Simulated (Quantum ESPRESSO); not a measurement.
## InSe under changes of volume

One of the cells (30.061 Å³/atom); the others are scaled copies at fixed shape and fractional positions:

```xyz
8
Lattice="4.0500 0.0000 0.0000 -2.0250 3.5074 0.0000 0.0000 0.0000 16.9300" Properties=species:S:1:pos:R:3 pbc="T T T"
In    2.0250    1.1691   14.2720
In    0.0000    2.3383    5.8070
In    2.0250    1.1691   11.1230
In    0.0000    2.3383    2.6580
Se    2.0250    1.1691    6.7381
Se    0.0000    2.3383   15.2031
Se    2.0250    1.1691    1.7269
Se    0.0000    2.3383   10.1919
```

- Program: Quantum ESPRESSO 7.5
- Functional: LDA
- Potentials or basis: GBRV 1.5 LDA
- Cutoff: 762 eV
- Density cutoff: 6095 eV
- k mesh: 6 × 6 × 1
- Occupations: fermi-dirac, width 0.05 eV
- Spin: no spin polarisation

```tsv
volume (Å³/atom)	energy over the lowest point (meV/atom)	pressure (GPa)	largest force (eV/Å)
28.258	?	?	?
28.859	55.62	5.9	2.924
29.460	35.63	4.5	2.751
30.061	20.55	3.3	2.587
30.663	9.88	2.2	2.432
31.264	3.16	1.2	2.284
31.865	0.00	0.3	2.144
```

What does the run at 28.258 Å³/atom give?

Energy over the lowest point 81.08 meV/atom; pressure 7.4 GPa; largest force 3.108 eV/Å.

Worked out: A Birch-Murnaghan fit of order 3 (a polynomial in V^(-2/3)) to the other rows has its minimum at 32.16 Å³/atom, just outside them, with B0 = V·E''(V) = 43 GPa and B' = 4.8 at fixed shape and positions, which overstates the stiffness. It gives 81.10 meV/atom at 28.258 Å³/atom, against the run's 81.08, and -dE/dV = 7.6 GPa, against 7.4.

Energies are extrapolated to zero smearing.

Caveats: all runs use coarse meshes; forces of over 1 eV/Å show positions far from the minimum, so gaps and moduli don't describe the material at rest.
